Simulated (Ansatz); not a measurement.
# BFH3NSe, SMILES NB(F)[SeH]: a rigid scan of one bond angle

Program: the Python package of Ansatz (0.2.0).

`bend_bfh3nse.py`
```python
"""Energy of BFH3NSe against one bond angle."""

import warnings

import ansatz as az
from ase import Atoms

params = {
    "basis": "def2-SVP",
    "functional": "r2scan",
    "force_tol": 0.02,
}

warnings.simplefilter("ignore", az.DeckWarning)

atoms = Atoms(["N", "B", "F", "Se", "H", "H", "H"], positions=[
    [-0.1524, 0.8689, 0.8217],
    [0.2091, -0.4347, 0.2308],
    [1.0174, -1.3178, 0.9909],
    [-0.3053, -0.9673, -1.6188],
    [-0.8219, 1.3744, 0.0965],
    [-0.7832, 0.7309, 1.6527],
    [0.8976, -0.3224, -2.2196],
])

# relax first, so that the scan starts from a minimum
first = (
    az.Crystal.molecule_from_ase(atoms).calculation()
    .basis(gaussian=params["basis"])
    .functional(params["functional"])
    .relax(force_tolerance=params["force_tol"], max_steps=80)
)
atoms.positions = first.run(threads=1, backend="cpu").report["positions_ang"]

rows = []
for angle in [90, 100, 110, 120, 135, 150, 165, 179]:
    bent = atoms.copy()
    bent.set_angle(1, 3, 6, angle, indices=[6])
    base = (
        az.Crystal.molecule_from_ase(bent).calculation()
        .basis(gaussian=params["basis"])
        .functional(params["functional"])
    )
    rows.append((angle, base.run(threads=1, backend="cpu").report["free_energy_ev"]))
floor = min(e for _, e in rows)
for angle, e in rows:
    print(f"angle B1-Se3-H6 = {angle:3d} deg   {1000 * (e - floor):9.1f} meV")
```

`python bend_bfh3nse.py` gives:
```text
angle B1-Se3-H6 =  90 deg         0.0 meV
angle B1-Se3-H6 = 100 deg        23.9 meV
angle B1-Se3-H6 = 110 deg       159.3 meV
angle B1-Se3-H6 = 120 deg       395.6 meV
angle B1-Se3-H6 = 135 deg       904.0 meV
angle B1-Se3-H6 = 150 deg      1515.3 meV
angle B1-Se3-H6 = 165 deg      2063.5 meV
angle B1-Se3-H6 = 179 deg      2303.2 meV
```

The scan is rigid, and the energies are electronic, in a modest basis. The zero is the lowest point of the grid, which needn't be the minimum. Wall time of the script: 98 s on 1 thread of Arm Neoverse V1 (shared host), peak memory 0.23 GiB.
